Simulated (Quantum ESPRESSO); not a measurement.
# Ta4NiO11 (P2/m) in Quantum ESPRESSO: equation of state

How stiff is Ta4NiO11 in PBE, and what volume does it want? The cell is scaled to several volumes.

All numbers are computed with Quantum ESPRESSO 7.5; they aren't measurements. Logs are shortened: lines on timing, memory, paths and dates and some standing lists are left out, and cuts for length are marked.

## 1. The crystal as given

The structure is monoclinic, space group P2/m (No. 10). The conventional cell has a = 4.771 Å, b = 5.825 Å, c = 7.518 Å, α = 90.00°, β = 105.26°, γ = 90.00°. Around Ta (site symmetry m) lie 4 O at 1.89 to 2.01 Å. Ta (site symmetry m) has 5 O at 1.89 to 1.98 Å as nearest neighbours. Around Ni (site symmetry 2/m) lie 4 O at 1.94 Å. Around O (site symmetry 1) lie 1 Ta at 1.93 Å and 1 Ni at 1.94 Å. Around O (site symmetry 1) lie 2 Ta at 1.93 to 1.98 Å. Around O (site symmetry 2/m) lie 2 Ta at 2.01 Å. Around O (site symmetry 2/m) lie 2 Ta at 1.89 Å. Around O (site symmetry 2/m) lie 2 Ta at 1.89 Å.

The cell was built by a generator and needn't be a form met in nature.

## 2. Single point, PBE, collinear spin, ferromagnetic start, 11.84 Å³/atom

File pw.in:

```
&CONTROL
  calculation = 'scf'
  prefix = 'pwscf'
  outdir = './tmp'
  pseudo_dir = './pseudo'
  tstress = .true.
  disk_io = 'nowf'
/
&SYSTEM
  ibrav = 0
  nat = 16
  ntyp = 3
  ecutwfc = 55
  ecutrho = 440
  nbnd = 89
  occupations = 'smearing'
  smearing = 'fd'
  degauss = 0.00367493
  nspin = 2
  starting_magnetization(1) = 0
  starting_magnetization(2) = 0.0556
  starting_magnetization(3) = 0
/
&ELECTRONS
  conv_thr = 3.2d-09
  electron_maxstep = 120
  mixing_beta = 0.3
/
ATOMIC_SPECIES
Ta   180.9479 Ta_pbe_v1.uspp.F.UPF
Ni    58.6934 ni_pbe_v1.4.uspp.F.UPF
O     15.9990 O.pbe-n-kjpaw_psl.0.1.UPF
CELL_PARAMETERS angstrom
   4.6734975702    0.0000000000    0.0050252767
   0.0000000000    5.7056384737    0.0000000000
  -1.9457322960    0.0000000000    7.1024988771
ATOMIC_POSITIONS crystal
Ta     0.6133900000    0.5000000000    0.7604200000
Ta     0.3866100000    0.5000000000    0.2395800000
Ta     0.1661500000    0.0000000000    0.7987500000
Ta     0.8338500000    0.0000000000    0.2012500000
Ni     0.5000000000    0.0000000000    0.5000000000
O      0.3327800000    0.7991300000    0.6505300000
O      0.6672200000    0.7991300000    0.3494700000
O      0.9004700000    0.2578600000    0.8071800000
O      0.0995300000    0.2578600000    0.1928200000
O      0.6672200000    0.2008700000    0.3494700000
O      0.3327800000    0.2008700000    0.6505300000
O      0.0995300000    0.7421400000    0.1928200000
O      0.9004700000    0.7421400000    0.8071800000
O      0.5000000000    0.5000000000    0.0000000000
O      0.5000000000    0.0000000000    0.0000000000
O      0.5000000000    0.5000000000    0.5000000000
K_POINTS automatic
4 4 3 0 0 0
```

Potentials or basis: SSSP 1.3 efficiency PBE.

Run with:

```
$ OMP_NUM_THREADS=1 mpirun -n 4 pw.x -nk 2 -in pw.in > pw.out
```

pw.out:

```text
This program is part of the open-source Quantum ESPRESSO suite
     for quantum simulation of materials; please cite
         "P. Giannozzi et al., J. Phys.:Condens. Matter 21 395502 (2009);
         "P. Giannozzi et al., J. Phys.:Condens. Matter 29 465901 (2017);
         "P. Giannozzi et al., J. Chem. Phys. 152 154105 (2020);
     in publications or presentations arising from this work. More details at

     file O.pbe-n-kjpaw_psl.0.1.UPF: wavefunction(s)  2P renormalized
     Message from routine setup:
     using ibrav=0 with symmetry is DISCOURAGED, use correct ibrav instead

     K-points division:     npool     =       2
     Subspace diagonalization in iterative solution of the eigenvalue problem:
     a serial algorithm will be used

     --------------------
     sticks:   dense  smooth     PW     G-vecs:    dense   smooth      PW
     Min        1662     827    236                99620    35201    5300
     Max        1663     828    237                99623    35202    5301
     Sum        3325    1655    473               199243    70403   10601

     Using Slab Decomposition

     bravais-lattice index     =            0
     lattice parameter (alat)  =       8.8316  a.u.
     unit-cell volume          =    1278.4447 (a.u.)^3
     number of atoms/cell      =           16
     number of atomic types    =            3
     number of electrons       =       136.00
     number of Kohn-Sham states=           89
     kinetic-energy cutoff     =      55.0000  Ry
     charge density cutoff     =     440.0000  Ry
     scf convergence threshold =      3.2E-09
     mixing beta               =       0.3000
     number of iterations used =            8  plain     mixing
     Exchange-correlation= SLA  PW   PBX  PBC
                           (   1   4   3   4   0   0   0)

     celldm(1)=   8.831636  celldm(2)=   0.000000  celldm(3)=   0.000000
     celldm(4)=   0.000000  celldm(5)=   0.000000  celldm(6)=   0.000000

     crystal axes: (cart. coord. in units of alat)
               a(1) = (   0.999999   0.000000   0.001075 )
               a(2) = (   0.000000   1.220849   0.000000 )
               a(3) = (  -0.416333   0.000000   1.519739 )

     reciprocal axes: (cart. coord. in units 2 pi/alat)
               b(1) = (  0.999706 -0.000000  0.273870 )
               b(2) = (  0.000000  0.819102 -0.000000 )
               b(3) = ( -0.000707  0.000000  0.657814 )

     PseudoPot. # 1 for Ta read from file:
     Ta_pbe_v1.uspp.F.UPF
     Pseudo is Ultrasoft + core correction, Zval = 13.0
     Generated by new atomic code, or converted to UPF format
     Using radial grid of  921 points,  7 beta functions with:
                l(1) =   0
                l(2) =   0
                l(3) =   1
                l(4) =   1
                l(5) =   2
                l(6) =   2
                l(7) =   3
     Q(r) pseudized with  6 coefficients,  rinner =    1.300   1.300   1.300
                                                       1.300   1.300   1.300
                                                       1.300

     PseudoPot. # 2 for Ni read from file:
     ni_pbe_v1.4.uspp.F.UPF
     Pseudo is Ultrasoft + core correction, Zval = 18.0
     Generated by new atomic code, or converted to UPF format
     Using radial grid of  865 points,  6 beta functions with:
                l(1) =   0
                l(2) =   0
                l(3) =   1
                l(4) =   1
                l(5) =   2
                l(6) =   2
     Q(r) pseudized with 10 coefficients,  rinner =    0.980   0.980   0.980
                                                       0.980   0.980

[... 600 lines left out ...]
     7.6651   7.7906   7.9882   8.2098   8.3419   8.4767   8.8093   9.1312
     9.6851  10.2120  10.2232  10.3465  11.6778  12.6733  12.9888  13.0858
    13.3572  13.5616  13.8982  14.2266  14.3502  14.7479  14.9379  15.0407
    15.5609  15.8379  16.3116  17.2179  17.3334  17.8678  17.9716  18.5242
    18.8591

          k =-0.4999-0.4096-0.1369 (  8792 PWs)   bands (ev):

[... 32 lines left out ...]
    18.7901

          k = 0.2502-0.4096-0.1508 (  8808 PWs)   bands (ev):

   -92.2035 -58.2581 -58.2572 -58.1820 -58.1808 -53.0781 -53.0243 -51.7171
   -25.0848 -24.9756 -24.9728 -24.9439 -24.9413 -24.9342 -24.9177 -24.8511
   -24.8259 -24.8259 -24.8191 -24.8169  -8.6746  -8.4426  -8.4160  -8.1273
    -7.9678  -7.6043  -7.4668  -7.3932  -7.3250  -7.1452  -6.7254   3.4550
     3.5156   3.7725   3.8877   4.1344   4.2167   4.3850   4.6127   4.6712
     4.8596   5.1113   5.2340   5.2388   5.5186   5.5694   5.8516   6.1927
     6.4293   6.6294   6.7631   6.9006   6.9247   7.0838   7.2930   7.3007
     7.6027   7.8230   7.9750   8.0771   8.3883   8.5393   8.8842   9.0720
     9.6856  10.2568  10.2811  10.3541  11.6688  12.8738  12.9606  13.1874
    13.5010  13.7581  14.0401  14.2608  14.4590  14.5962  14.9611  15.1297
    15.3264  16.0137  16.1521  17.2314  17.3592  17.5657  17.7230  18.3633
    18.4153
[... 48 lines left out ...]
   -92.2035 -58.2580 -58.2572 -58.1816 -58.1812 -53.0781 -53.0243 -51.7171
   -25.0852 -24.9806 -24.9675 -24.9452 -24.9423 -24.9347 -24.9186 -24.8498
   -24.8275 -24.8243 -24.8203 -24.8186  -8.6319  -8.5102  -8.2420  -8.1313
    -7.9967  -7.6604  -7.5330  -7.3532  -7.2556  -7.1531  -6.8250   3.4325
     3.6163   3.7268   3.7895   4.1062   4.2793   4.3858   4.6668   4.7530
     4.8316   5.0074   5.1190   5.2416   5.4453   5.6879   6.0520   6.2499
     6.4011   6.4054   6.6489   6.9599   7.0903   7.2615   7.4170   7.4725
     7.6651   7.7906   7.9882   8.2098   8.3418   8.4767   8.8093   9.1311
     9.6851  10.2120  10.2232  10.3465  11.6778  12.6734  12.9888  13.0858
    13.3572  13.5616  13.8982  14.2266  14.3502  14.7479  14.9379  15.0407
    15.5609  15.8379  16.3116  17.2179  17.3334  17.8678  17.9716  18.5242
    18.8591

          k =-0.4999-0.4096-0.1369 (  8792 PWs)   bands (ev):

   -92.2035 -58.2582 -58.2570 -58.1816 -58.1812 -53.0781 -53.0243 -51.7171
   -25.0843 -24.9844 -24.9813 -24.9670 -24.9580 -24.9577 -24.9565 -24.8223
   -24.8041 -24.8000 -24.7991 -24.7960  -8.6011  -8.5420  -8.4189  -8.2813
    -8.2371  -7.7494  -7.3541  -7.3337  -7.0813  -7.0195  -6.5053   3.3560
     3.5042   3.6521   3.8965   3.8971   4.0146   4.1148   4.4818   4.4959
     4.9290   5.2237   5.2627   5.3367   5.6079   5.8681   5.9312   6.1652
     6.6389   6.6447   6.8235   6.8652   7.0064   7.1147   7.2882   7.5514
     7.7117   7.8647   7.8762   8.0496   8.2008   8.4743   9.0697   9.2201
     9.7393  10.1464  10.1910  10.3761  11.6468  12.6861  13.1933  13.2083
    13.4289  13.7860  13.9469  14.1954  14.5488  14.7725  14.7936  15.3325
    15.3993  15.8898  16.2410  16.5584  16.9500  17.7438  18.1575  18.4786
    18.8327

          k =-0.5001-0.4096 0.0823 (  8806 PWs)   bands (ev):

   -92.2035 -58.2580 -58.2572 -58.1816 -58.1812 -53.0781 -53.0243 -51.7171
   -25.0865 -24.9837 -24.9834 -24.9661 -24.9590 -24.9549 -24.9285 -24.8493
   -24.8053 -24.7995 -24.7984 -24.7968  -8.5923  -8.4990  -8.4798  -8.2068
    -8.1494  -7.6488  -7.4795  -7.2478  -7.2312  -7.0094  -6.6576   3.3415
     3.7595   3.8415   3.9012   3.9429   4.1195   4.3557   4.6126   4.6422
     4.9575   5.1045   5.1823   5.2942   5.5710   5.5909   6.0321   6.2323
     6.2739   6.4427   6.6498   6.8480   6.9191   7.1440   7.1908   7.3472
     7.6544   7.7219   7.9172   8.1428   8.2904   8.5251   9.0057   9.2639
     9.7424  10.2055  10.2218  10.3624  11.5044  12.8538  13.1001  13.5903
    13.5906  13.9580  14.0779  14.1118  14.4590  14.5121  14.9178  15.0917
    15.2615  15.8828  16.1855  17.0036  17.2842  17.8110  17.9192  18.4075
    19.0830

     the Fermi energy is    11.0034 ev

!    total energy              =   -1370.23764651 Ry
     estimated scf accuracy    <          2.8E-09 Ry
     smearing contrib. (-TS)   =      -0.00000049 Ry
     internal energy E=F+TS    =   -1370.23764602 Ry

     The total energy is F=E-TS. E is the sum of the following terms:
     one-electron contribution =    -584.67303456 Ry
     hartree contribution      =     362.07237235 Ry
     xc contribution           =    -286.93233371 Ry
     ewald contribution        =    -756.05751394 Ry
     one-center paw contrib.   =    -104.64713616 Ry

     total magnetization       =     0.00 Bohr mag/cell
     absolute magnetization    =     0.00 Bohr mag/cell

     convergence has been achieved in  18 iterations

     Computing stress (Cartesian axis) and pressure

     negative rho (up, down):  1.993E-01 1.993E-01
          total   stress  (Ry/bohr**3)                   (kbar)     P=      164.33
   0.00109049   0.00000000  -0.00010932          160.42        0.00      -16.08
   0.00000000   0.00118236   0.00000000            0.00      173.93        0.00
  -0.00010932   0.00000000   0.00107846          -16.08        0.00      158.65

=------------------------------------------------------------------------------=
   JOB DONE.
=------------------------------------------------------------------------------=
```

It took 6.4 min on 4 MPI ranks of AMD EPYC 7R43 (Zen 3), shared host; peak memory 2.3 GiB.

Results:

```yaml
Free_energy: -18643.0329 eV
Pressure: 16.4 GPa
Band_gap_on_the_k_mesh: 1.09 eV, indirect (least direct gap 1.14 eV)
Net_moment: 0.00 μB per cell
Absolute_moment: 0.00 μB per cell
Valence_electrons_inside_the_program's_atomic_spheres: Ta 7.31, 7.34; Ni 15.25; O 5.20, 5.16, 5.26, 5.28
```

Caveat: negative density in the last step hints at a falsely converged state; spin-orbit coupling is left out, which moves the levels of the heavy elements; an odd mesh through Γ misses points on the zone boundary, where band edges often lie.

## 3. Single point, PBE, collinear spin, ferromagnetic start, 12.09 Å³/atom

pw.in: that of step 2 with these lines changed.

```diff
@@ -33,5 +33,5 @@
 CELL_PARAMETERS angstrom
-   4.6734975702    0.0000000000    0.0050252767
-   0.0000000000    5.7056384737    0.0000000000
-  -1.9457322960    0.0000000000    7.1024988771
+   4.7064106093    0.0000000000    0.0050606672
+   0.0000000000    5.7458203502    0.0000000000
+  -1.9594350876    0.0000000000    7.1525181228
 ATOMIC_POSITIONS crystal
```

Potentials or basis: SSSP 1.3 efficiency PBE.

Run with:

```
$ OMP_NUM_THREADS=1 mpirun -n 4 pw.x -nk 2 -in pw.in > pw.out
```

Run time: 5.8 min. Hardware: 4 MPI ranks of AMD EPYC 7R43 (Zen 3), shared host; peak memory 2.4 GiB.

It converged, with:

```
Free energy                                           : -18643.3757 eV
Pressure                                              : 10.5 GPa
Band gap on the k mesh                                : 1.03 eV, indirect (least direct gap 1.08 eV)
Net moment                                            : 0.00 μB per cell
Absolute moment                                       : 0.00 μB per cell
Valence electrons inside the program's atomic spheres : Ta 7.36, 7.39; Ni 15.29; O 5.22, 5.18, 5.28, 5.30
```

Caveat: negative density in the last step hints at a falsely converged state; spin-orbit coupling is left out, which moves the levels of the heavy elements; an odd mesh through Γ misses points on the zone boundary, where band edges often lie.

## 4. Single point, PBE, collinear spin, ferromagnetic start, 12.34 Å³/atom

pw.in: that of step 3 with these lines changed.

```diff
@@ -33,5 +33,5 @@
 CELL_PARAMETERS angstrom
-   4.7064106093    0.0000000000    0.0050606672
-   0.0000000000    5.7458203502    0.0000000000
-  -1.9594350876    0.0000000000    7.1525181228
+   4.7388696392    0.0000000000    0.0050955694
+   0.0000000000    5.7854479497    0.0000000000
+  -1.9729488601    0.0000000000    7.2018473928
 ATOMIC_POSITIONS crystal
```

Run with:

```
$ OMP_NUM_THREADS=1 mpirun -n 4 pw.x -nk 2 -in pw.in > pw.out
```

Run time: 5.6 min. Hardware: 4 MPI ranks of AMD EPYC 7R43 (Zen 3), shared host; peak memory 2.4 GiB.

Results (log left out):

```yaml
Free_energy: -18643.5759 eV
Pressure: 5.1 GPa
Band_gap_on_the_k_mesh: 0.98 eV, indirect (least direct gap 1.03 eV)
Net_moment: 0.00 μB per cell
Absolute_moment: 0.00 μB per cell
Valence_electrons_inside_the_program's_atomic_spheres: Ta 7.41, 7.45; Ni 15.32; O 5.23, 5.24, 5.20, 5.30, 5.32
```

Caveat: negative density in the last step hints at a falsely converged state; spin-orbit coupling is left out, which moves the levels of the heavy elements; an odd mesh through Γ misses points on the zone boundary, where band edges often lie.

## 5. Single point, PBE, collinear spin, ferromagnetic start, 12.60 Å³/atom

pw.in: that of step 4 with these lines changed.

```diff
@@ -33,5 +33,5 @@
 CELL_PARAMETERS angstrom
-   4.7388696392    0.0000000000    0.0050955694
-   0.0000000000    5.7854479497    0.0000000000
-  -1.9729488601    0.0000000000    7.2018473928
+   4.7708900000    0.0000000000    0.0051300000
+   0.0000000000    5.8245400000    0.0000000000
+  -1.9862800000    0.0000000000    7.2505100000
 ATOMIC_POSITIONS crystal
```

Run with:

```
$ OMP_NUM_THREADS=1 mpirun -n 4 pw.x -nk 2 -in pw.in > pw.out
```

Run time: 5.7 min. Hardware: 4 MPI ranks of AMD EPYC 7R43 (Zen 3), shared host; peak memory 2.4 GiB.

Results (log left out):

```yaml
Free_energy: -18643.6479 eV
Pressure: 0.3 GPa
Band_gap_on_the_k_mesh: 0.92 eV, indirect (least direct gap 0.98 eV)
Net_moment: 0.00 μB per cell
Absolute_moment: 0.00 μB per cell
Valence_electrons_inside_the_program's_atomic_spheres: Ta 7.46, 7.49; Ni 15.35; O 5.25, 5.26, 5.22, 5.32, 5.34
```

Caveat: negative density in the last step hints at a falsely converged state; spin-orbit coupling is left out, which moves the levels of the heavy elements; an odd mesh through Γ misses points on the zone boundary, where band edges often lie.

## 6. Single point, PBE, collinear spin, ferromagnetic start, 12.85 Å³/atom

pw.in: that of step 5 with these lines changed.

```diff
@@ -33,5 +33,5 @@
 CELL_PARAMETERS angstrom
-   4.7708900000    0.0000000000    0.0051300000
-   0.0000000000    5.8245400000    0.0000000000
-  -1.9862800000    0.0000000000    7.2505100000
+   4.8024862188    0.0000000000    0.0051639745
+   0.0000000000    5.8631142367    0.0000000000
+  -1.9994345555    0.0000000000    7.2985280219
 ATOMIC_POSITIONS crystal
```

Potentials or basis: SSSP 1.3 efficiency PBE.

Run with:

```
$ OMP_NUM_THREADS=1 mpirun -n 4 pw.x -nk 2 -in pw.in > pw.out
```

It took 6.4 min on 4 MPI ranks of AMD EPYC 7R43 (Zen 3), shared host; peak memory 2.5 GiB.

It converged, with:

```
Free energy                                           : -18643.6046 eV
Pressure                                              : -4.1 GPa
Band gap on the k mesh                                : 0.87 eV, indirect (least direct gap 0.92 eV)
Net moment                                            : 0.00 μB per cell
Absolute moment                                       : 0.00 μB per cell
Valence electrons inside the program's atomic spheres : Ta 7.51, 7.54; Ni 15.37; O 5.27, 5.28, 5.24, 5.34, 5.35
```

Caveat: negative density in the last step hints at a falsely converged state; spin-orbit coupling is left out, which moves the levels of the heavy elements; an odd mesh through Γ misses points on the zone boundary, where band edges often lie.

## 7. Single point, PBE, collinear spin, ferromagnetic start, 13.10 Å³/atom

pw.in: that of step 6 with these lines changed.

```diff
@@ -33,5 +33,5 @@
 CELL_PARAMETERS angstrom
-   4.8024862188    0.0000000000    0.0051639745
-   0.0000000000    5.8631142367    0.0000000000
-  -1.9994345555    0.0000000000    7.2985280219
+   4.8336720681    0.0000000000    0.0051975077
+   0.0000000000    5.9011874739    0.0000000000
+  -2.0124182606    0.0000000000    7.3459223890
 ATOMIC_POSITIONS crystal
```

Run with:

```
$ OMP_NUM_THREADS=1 mpirun -n 4 pw.x -nk 2 -in pw.in > pw.out
```

Wall time 6.4 min (4 MPI ranks of AMD EPYC 7R43 (Zen 3), shared host); peak memory 2.5 GiB.

It converged, with:

```
Free energy                                           : -18643.4579 eV
Pressure                                              : -7.9 GPa
Band gap on the k mesh                                : 0.82 eV, indirect (least direct gap 0.88 eV)
Net moment                                            : 0.00 μB per cell
Absolute moment                                       : 0.00 μB per cell
Valence electrons inside the program's atomic spheres : Ta 7.55, 7.59; Ni 15.40; O 5.29, 5.30, 5.26, 5.35, 5.37
```

Caveat: negative density in the last step hints at a falsely converged state; spin-orbit coupling is left out, which moves the levels of the heavy elements; an odd mesh through Γ misses points on the zone boundary, where band edges often lie.

## 8. Single point, PBE, collinear spin, ferromagnetic start, 13.35 Å³/atom

pw.in: that of step 7 with these lines changed.

```diff
@@ -33,5 +33,5 @@
 CELL_PARAMETERS angstrom
-   4.8336720681    0.0000000000    0.0051975077
-   0.0000000000    5.9011874739    0.0000000000
-  -2.0124182606    0.0000000000    7.3459223890
+   4.8644606184    0.0000000000    0.0052306138
+   0.0000000000    5.9387756687    0.0000000000
+  -2.0252365569    0.0000000000    7.3927129651
 ATOMIC_POSITIONS crystal
```

Run with:

```
$ OMP_NUM_THREADS=1 mpirun -n 4 pw.x -nk 2 -in pw.in > pw.out
```

Run time: 6.3 min. Hardware: 4 MPI ranks of AMD EPYC 7R43 (Zen 3), shared host; peak memory 2.6 GiB.

The run converged. Its results:

```
Free energy                                           : -18643.2185 eV
Pressure                                              : -11.4 GPa
Band gap on the k mesh                                : 0.77 eV, indirect (least direct gap 0.83 eV)
Net moment                                            : 0.00 μB per cell
Absolute moment                                       : 0.00 μB per cell
Valence electrons inside the program's atomic spheres : Ta 7.60, 7.63; Ni 15.43; O 5.31, 5.32, 5.28, 5.37, 5.38
```

Caveat: negative density in the last step hints at a falsely converged state; spin-orbit coupling is left out, which moves the levels of the heavy elements; an odd mesh through Γ misses points on the zone boundary, where band edges often lie.

## 9. Equation of state, PBE, collinear spin, ferromagnetic start

Potentials or basis: SSSP 1.3 efficiency PBE.

No new run: the results of the series are fitted here.

Results:

* Equilibrium volume: 12.62 Å³/atom
* Bulk modulus at fixed shape and positions: 226 GPa
* Pressure derivative of the bulk modulus: 4.4

Energy against volume, from the lowest point:
```csv
volume (Å³/atom),energy (meV/atom)
11.840,38.43
12.092,17.01
12.344,4.50
12.596,0.00
12.848,2.71
13.100,11.87
13.352,26.83
```

Caveat: the cell was scaled at fixed shape and fractional positions, which overstates the stiffness of a crystal with free parameters, most of all of layers and chains. The run has no spin-orbit coupling, so splittings on Ta are missing.
